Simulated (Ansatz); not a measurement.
**C2H6Ga (SMILES C[Ga]C): RPA@PBE/6-31G(d) (spherical functions)**

What is the energy change on altering one bond length of C2H6Ga at RPA@PBE/6-31G* (spherical functions)? 

The calculation is run with Ansatz 0.2.0.

70 further runs of the same task are left out: 1 that didn't finish, 69 set aside as unsound or not needed.

## 1. Starting point

The species is C2H6Ga (9 atoms), meant as a doublet with charge 0. SMILES: `C[Ga]C`. The shape is that of a PBE0-D4/def2-TZVP optimisation.

Bond lengths: C1–Ga2 1.998 Å, Ga2–C3 1.998 Å, C1–H4 1.095 Å, C1–H5 1.095 Å, C1–H6 1.089 Å, C3–H7 1.089 Å, C3–H8 1.095 Å, C3–H9 1.095 Å. Some angles: C1–Ga2–C3 118.1°, Ga2–C1–H4 108.6°, Ga2–C1–H5 108.9°, Ga2–C1–H6 113.3°, Ga2–C3–H7 113.3°, Ga2–C3–H8 108.8°, Ga2–C3–H9 108.7°, H4–C1–H5 107.9°, H4–C1–H6 109.0°, H5–C1–H6 109.1°.

## 2. The energy at RPA@PBE/6-31G(d) (spherical functions)

Contents of in.yaml:

```yaml
crystal:
  periodic: [false, false, false]
  atoms:
    - {symbol: C, position_ang: [-1.246620, 1.163020, 0.175280]}
    - {symbol: Ga, position_ang: [0.456630, 0.385560, 0.873010]}
    - {symbol: C, position_ang: [1.273950, -1.139610, -0.126050]}
    - {symbol: H, position_ang: [-2.014290, 0.382510, 0.177460]}
    - {symbol: H, position_ang: [-1.092470, 1.479700, -0.861100]}
    - {symbol: H, position_ang: [-1.602690, 2.011340, 0.758180]}
    - {symbol: H, position_ang: [2.201980, -1.496820, 0.318200]}
    - {symbol: H, position_ang: [1.469380, -0.822030, -1.155250]}
    - {symbol: H, position_ang: [0.554120, -1.963680, -0.159730]}
basis:
  gaussian:
    orbitals: 6-31G_st_-spherical.json
magnetization:
  spin_polarized: true
  initial_magnetization: 1
hamiltonian:
  xc: pbe
correlation:
  method: rpa
  frozen_orbitals: {C: 1, Ga: 9, H: 0}
accuracy: high
```

The basis set 6-31G* is read from a file made from the Basis Set Exchange's data (not shown).

Run with:

```sh
$ ansatz run in.yaml --threads 1 --pin off --max-ram 3480MiB --events-out events.jsonl --progress --plain --runs-dir runs
```

The log of the run:

```text
Warning: RAYON_NUM_THREADS=1 ignored (pool sized by the plan → 1); use --threads N
Functional definition: PBE
  name "PBE"
  parameter kappa = 0.804
  parameter beta = 0.06672455060314922
  exchange = pbe_x(kappa = kappa, mu = beta*pi^2/3)
  correlation = pbe_c(beta = beta)
1662 factors; integrals over basis functions are off by at most 4.7e-9 eV
mean field evaluation 1: about -54516.4570 eV, gradient 5.4e1 eV
mean field evaluation 2: about -54516.4446 eV, gradient 5.4e1 eV
mean field evaluation 4: about -54529.7852 eV, gradient 7.2e0 eV
mean field evaluation 8: about -54530.0933 eV, gradient 9.3e-2 eV
mean field evaluation 16: about -54530.0934 eV, gradient 2.8e-5 eV
mean field evaluation 32: about -54504.3131 eV, gradient 2.8e1 eV
mean field -54530.09339514 eV, -2003.9439704466 hartree, gradient 1.4e-8 eV, S^2 0.751111; 0 other end points of the search recorded, 0 dependent functions left out
11 core orbitals not correlated: weight in the atoms' cores, before any rotation towards them, 1.000 or more for the frozen orbitals, at most 0.000 for the correlated occupied ones
reference -54480.52302037 eV, -2002.1222927739 hartree; 14, 13 occupied and 47, 48 virtual orbitals, 1662 factors
Total energy: -54501.16511346 eV, -2002.8808757033 hartree
```

Wall time 16 s (1 thread of Arm Neoverse V2, shared host); peak memory 0.3 GiB.

## 3. The distorted shape, same level

Contents of job.yaml:

```yaml
crystal:
  periodic: [false, false, false]
  atoms:
    - symbol: C
      position_ang: [-2.360274, 1.591679, -0.357829]
    - symbol: Ga
      position_ang: [-0.657024, 0.814219, 0.339901]
    - symbol: C
      position_ang: [0.160296, -0.710951, -0.659159]
    - symbol: H
      position_ang: [-3.127944, 0.811169, -0.355649]
    - symbol: H
      position_ang: [-2.206124, 1.908359, -1.394209]
    - symbol: H
      position_ang: [-2.716344, 2.439999, 0.225071]
    - symbol: H
      position_ang: [2.201980, -1.496820, 0.318200]
    - symbol: H
      position_ang: [0.355726, -0.393371, -1.688359]
    - symbol: H
      position_ang: [-0.559534, -1.535021, -0.692839]
basis:
  gaussian: {orbitals: 6-31G_st_-spherical.json}
correlation: {method: rpa, frozen_orbitals: {C: 1, Ga: 9, H: 0}}
magnetization: {spin_polarized: true, initial_magnetization: 1}
accuracy: high
hamiltonian: {xc: pbe}
```

The basis set 6-31G* is read from a file made from the Basis Set Exchange's data (not shown).

Run with:

```sh
$ ansatz run job.yaml --threads 1 --pin off --max-ram 3480MiB --events-out events.jsonl --progress --plain --runs-dir runs
```

The log of the run, shortened:

```text
Warning: RAYON_NUM_THREADS=1 ignored (pool sized by the plan → 1); use --threads N
Functional definition: PBE
  name "PBE"
[...]
1664 factors; integrals over basis functions are off by at most 4.7e-9 eV
[...]
mean field -54525.68003704 eV, -2003.7817825278 hartree, gradient 4.8e-8 eV, S^2 1.146082; 6 other end points of the search recorded, 0 dependent functions left out
11 core orbitals not correlated: weight in the atoms' cores, before any rotation towards them, 1.000 or more for the frozen orbitals, at most 0.000 for the correlated occupied ones
reference -54475.69416854 eV, -2001.9448357421 hartree; 14, 13 occupied and 47, 48 virtual orbitals, 1664 factors
Total energy: -54496.71713825 eV, -2002.7174156289 hartree
```

Run time: 35 s. Hardware: 1 thread of Arm Neoverse V2, shared host; peak memory 0.29 GiB.

## 4. Outcome

Level: RPA@PBE/6-31G* (spherical functions), 11 core orbitals frozen.

```
                                                         quantity           value
                                        first shape: total energy  -2002.88088 Eh
                    first shape: RPA correlation energy (valence)      -758.6 mEh
                   first shape: ⟨S²⟩ of the reference determinant           0.751
                                    distorted shape: total energy  -2002.71742 Eh
                distorted shape: RPA correlation energy (valence)      -772.6 mEh
               distorted shape: ⟨S²⟩ of the reference determinant           1.146
energy change with the C3–H7 bond stretched from 1.089 to 2.396 Å        4.448 eV
```

What this shows: With the C3–H7 bond stretched from 1.089 to 2.396 Å the energy rises by 4.45 eV (103 kcal/mol). The first shape isn't relaxed at this level, so the change isn't measured from a minimum. ⟨S²⟩ (distorted shape) is 1.15 where a pure doublet has 0.75: the reference is spin-contaminated.
